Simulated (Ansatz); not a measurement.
**C₂H₄FNSi: how energies converge with the basis set**

Aim: see how fast density functionals converge with the basis set for C₂H₄FNSi.

Program: Ansatz 0.2.0, Gaussian basis. Level of theory: one geometry, several basis sets. These are calculated values, not measurements.

Plan: PBE0-D4/def2-SVP; ωB97M-V/def2-SVP; PBE0-D4/def2-QZVPP; ωB97M-V/def2-QZVPP; the functionals' def2-TZVPP values are taken from earlier runs.

**1. Structure used throughout**

All runs share one geometry, relaxed beforehand with PBE0-D4 in a triple-zeta def2 set.

SMILES `C[SiH]1N=C1F`, 9 atoms, charge 0, spin multiplicity 1.

Atoms are counted from 1 here; the program's logs count them from 0.

Bond lengths: C1–Si2 1.849 Å, C1–H6 1.091 Å, C1–H7 1.093 Å, C1–H8 1.094 Å, Si2–N3 1.799 Å, Si2–C4 1.768 Å, Si2–H9 1.480 Å, N3–C4 1.262 Å, C4–F5 1.318 Å. Angles: Si2–C1–H6 110.8°, Si2–C1–H7 110.7°, Si2–C1–H8 110.0°, H6–C1–H7 108.8°, H6–C1–H8 108.8°, H7–C1–H8 107.7°, C1–Si2–N3 120.3°, C1–Si2–C4 124.4°, C1–Si2–H9 113.5°, N3–Si2–C4 41.4°, N3–Si2–H9 117.3°, C4–Si2–H9 120.2°, Si2–N3–C4 68.0°, Si2–C4–N3 70.6°, Si2–C4–F5 161.4°, N3–C4–F5 128.0°.

**2. PBE0-D4 in def2-SVP**

File in.yaml:

```yaml
crystal:
  periodic: [false, false, false]
  atoms:
    - {symbol: C, position_ang: [-1.308535, -0.474719, -0.245279]}
    - {symbol: Si, position_ang: [0.238837, 0.106947, 0.583510]}
    - {symbol: N, position_ang: [1.843518, -0.493201, 0.034616]}
    - {symbol: C, position_ang: [1.660838, 0.717569, -0.271163]}
    - {symbol: F, position_ang: [2.477339, 1.523306, -0.920949]}
    - {symbol: H, position_ang: [-1.136834, -0.647016, -1.308580]}
    - {symbol: H, position_ang: [-2.107510, 0.262345, -0.131652]}
    - {symbol: H, position_ang: [-1.649779, -1.407776, 0.211683]}
    - {symbol: H, position_ang: [0.070726, 0.366245, 2.030615]}
basis:
  gaussian: {orbitals: def2-SVP}
hamiltonian: {xc: pbe0, dispersion: d4}
output: {orbitals: {seedname: orbitals}}
```

On the command line:

```console
$ ansatz run in.yaml --threads 2 --pin off --events-out ev --progress --plain --max-ram 4352MiB
```

The program printed:

```text
Functional definition: PBE0
  name "PBE0"
  cite "Adamo & Barone, J. Chem. Phys. 110, 6158 (1999) doi:10.1063/1.478522"
  cite "Perdew, Burke & Ernzerhof, Phys. Rev. Lett. 77, 3865 (1996) doi:10.1103/PhysRevLett.77.3865"
  parent pbe
  parameter a = 0.25
  parameter kappa = 0.804
  parameter beta = 0.06672455060314922
  exchange = (1 - a)*pbe_x(kappa = kappa, mu = beta*pi^2/3) + a*exact_x
  correlation = pbe_c(beta = beta)
1064 factors; their error is unknown
mean field evaluation 1: about -14197.4664 eV, gradient 5.7e1 eV
mean field evaluation 2: about -14187.8267 eV, gradient 8.3e1 eV
mean field evaluation 4: about -14204.7649 eV, gradient 4.2e0 eV
mean field evaluation 8: about -14204.8549 eV, gradient 2.4e-1 eV
mean field evaluation 16: about -14204.8550 eV, gradient 2.7e-5 eV
mean field -14204.85502709 eV, -522.0187938488 hartree, gradient 2.7e-5 eV, S^2 0.000000; 0 other end points of the search recorded, 0 dependent functions left out
reference -14204.85504979 eV, -522.0187946834 hartree; 23, 23 occupied and 71, 71 virtual orbitals, 1064 factors
Total energy: -14205.00166537 eV, -522.0241827063 hartree
```

Wall time 1.4 s (2 threads of Arm Neoverse V1, shared host).

**3. ωB97M-V in def2-SVP**

Edit in.yaml of step 2 so:

```diff
@@ -14,3 +14,3 @@
   gaussian: {orbitals: def2-SVP}
-hamiltonian: {xc: pbe0, dispersion: d4}
+hamiltonian: {xc: {name: wB97M-V}}
 output: {orbitals: {seedname: orbitals}}
```

The command is unchanged.

The program printed, shortened:

```text
Functional definition: wB97M-V
  name "wB97M-V"
  cite "Mardirossian & Head-Gordon, J. Chem. Phys. 144, 214110 (2016) doi:10.1063/1.4952647"
  cite "Becke, J. Chem. Phys. 107, 8554 (1997) doi:10.1063/1.475007"
  cite "Vydrov & Van Voorhis, J. Chem. Phys. 133, 244103 (2010) doi:10.1063/1.3521275"
  # Of w^i u^j: cxij and so on, Table III.
[...]
  gx(w, u) = 1 - cx + cx01*u + cx10*w
  gss(w, u) = css00 + css04*u^4 + css10*w + css20*w^2 + css43*w^4*u^3
  gos(w, u) = cos00 + cos10*w + (cos20 + cos21*u)*w^2 + (cos60 + cos61*u)*w^6
[...]
      + integral(e_c_pw_mod_opposite_spin*gos(b97_w_opposite, b97_u_opposite)) + vv10(b, c)
1064 factors; their error is unknown
264 factors; integrals over basis functions are off by at most 8.2e-6 eV
[...]
mean field -14212.25384693 eV, -522.2906954630 hartree, gradient 6.3e-5 eV, S^2 0.000000; 0 other end points of the search recorded, 0 dependent functions left out
reference -14212.25388205 eV, -522.2906967536 hartree; 23, 23 occupied and 71, 71 virtual orbitals, 1064 factors
Total energy: -14212.25388205 eV, -522.2906967536 hartree
```

Run time: 6.5 s. Hardware: 2 threads of Arm Neoverse V1, shared host.

**4. PBE0-D4 in def2-QZVPP**

Edit in.yaml of step 3 so:

```diff
@@ -13,4 +13,4 @@
 basis:
-  gaussian: {orbitals: def2-SVP}
-hamiltonian: {xc: {name: wB97M-V}}
+  gaussian: {orbitals: "def2-QZVPP.json"}
+hamiltonian: {xc: pbe0, dispersion: d4}
 output: {orbitals: {seedname: orbitals}}
```

Same command.

The program printed:

```text
Functional definition: PBE0
  name "PBE0"
  cite "Adamo & Barone, J. Chem. Phys. 110, 6158 (1999) doi:10.1063/1.478522"
  cite "Perdew, Burke & Ernzerhof, Phys. Rev. Lett. 77, 3865 (1996) doi:10.1103/PhysRevLett.77.3865"
  parent pbe
  parameter a = 0.25
  parameter kappa = 0.804
  parameter beta = 0.06672455060314922
  exchange = (1 - a)*pbe_x(kappa = kappa, mu = beta*pi^2/3) + a*exact_x
  correlation = pbe_c(beta = beta)
1329 factors; their error is unknown
mean field evaluation 1: about -14205.5358 eV, gradient 7.1e1 eV
mean field evaluation 2: about -14191.7613 eV, gradient 9.9e1 eV
mean field evaluation 4: about -14215.7030 eV, gradient 6.7e0 eV
mean field evaluation 8: about -14215.7938 eV, gradient 1.9e-1 eV
mean field evaluation 16: about -14215.8027 eV, gradient 8.6e-5 eV
mean field -14215.80265836 eV, -522.4211118777 hartree, gradient 8.6e-5 eV, S^2 0.000000; 0 other end points of the search recorded, 0 dependent functions left out
reference -14215.80269544 eV, -522.4211132401 hartree; 23, 23 occupied and 395, 395 virtual orbitals, 1329 factors
Total energy: -14215.94931101 eV, -522.4265012631 hartree
```

Wall time 12 s (2 threads of Arm Neoverse V1, shared host); peak memory 1.1 GiB.

**5. ωB97M-V in def2-QZVPP**

Edit in.yaml of step 4 so:

```diff
@@ -14,3 +14,3 @@
   gaussian: {orbitals: "def2-QZVPP.json"}
-hamiltonian: {xc: pbe0, dispersion: d4}
+hamiltonian: {xc: {name: wB97M-V}}
 output: {orbitals: {seedname: orbitals}}
```

Same command.

The program printed, shortened:

```text
Functional definition: wB97M-V
  name "wB97M-V"
  cite "Mardirossian & Head-Gordon, J. Chem. Phys. 144, 214110 (2016) doi:10.1063/1.4952647"
  cite "Becke, J. Chem. Phys. 107, 8554 (1997) doi:10.1063/1.475007"
  cite "Vydrov & Van Voorhis, J. Chem. Phys. 133, 244103 (2010) doi:10.1063/1.3521275"
  # Of w^i u^j: cxij and so on, Table III.
[...]
  gx(w, u) = 1 - cx + cx01*u + cx10*w
  gss(w, u) = css00 + css04*u^4 + css10*w + css20*w^2 + css43*w^4*u^3
  gos(w, u) = cos00 + cos10*w + (cos20 + cos21*u)*w^2 + (cos60 + cos61*u)*w^6
[...]
      + integral(e_c_pw_mod_opposite_spin*gos(b97_w_opposite, b97_u_opposite)) + vv10(b, c)
1309 factors; their error is unknown
314 factors; integrals over basis functions are off by at most 5.9e-6 eV
[...]
mean field -14223.40600483 eV, -522.7005297068 hartree, gradient 3.2e-5 eV, S^2 0.000000; 0 other end points of the search recorded, 0 dependent functions left out
reference -14223.40606473 eV, -522.7005319078 hartree; 23, 23 occupied and 395, 395 virtual orbitals, 1309 factors
Total energy: -14223.40606473 eV, -522.7005319078 hartree
```

It took 27 s on 2 threads of Arm Neoverse V1, shared host; peak memory 1.4 GiB.

**6. Density functionals: the series**

The def2-TZVPP values come from earlier runs at the same geometry.

| functional | basis | functions | energy (eV) | from the largest (eV) | HOMO (eV) | LUMO (eV) |
| --- | --- | --- | --- | --- | --- | --- |
| PBE0-D4 | def2-SVP | 94 | -14205.0017 | 10.948 | -7.15 | -0.15 |
| PBE0-D4 | def2-TZVPP | 222 | -14215.3308 | 0.619 | -7.23 | -0.51 |
| PBE0-D4 | def2-QZVPP | 418 | -14215.9493 | 0.000 | -7.27 | -0.61 |
| ωB97M-V | def2-SVP | 94 | -14212.2539 | 11.152 | -9.38 | 1.82 |
| ωB97M-V | def2-TZVPP | 222 | -14222.8261 | 0.580 | -9.49 | 1.29 |
| ωB97M-V | def2-QZVPP | 418 | -14223.4061 | 0.000 | -9.53 | 1.04 |

**7. Outcome**

| quantity | value |
| --- | --- |
| PBE0-D4: double and triple zeta above quadruple | 10.95, 0.62 eV |
| ωB97M-V: double and triple zeta above quadruple | 11.15, 0.58 eV |

In words: For PBE0-D4 the step from double to triple zeta gains 10.33 eV and the next only 0.62 eV. These are total energies; as a rule much of such shifts cancels in differences, which this series doesn't test. The LUMO of ωB97M-V is positive and keeps falling with the basis (1.82 to 1.04 eV): an unbound level that the basis holds in place.

For PBE0-D4 the largest set took about 8 times as long as the smallest (12 s against 1.4 s).
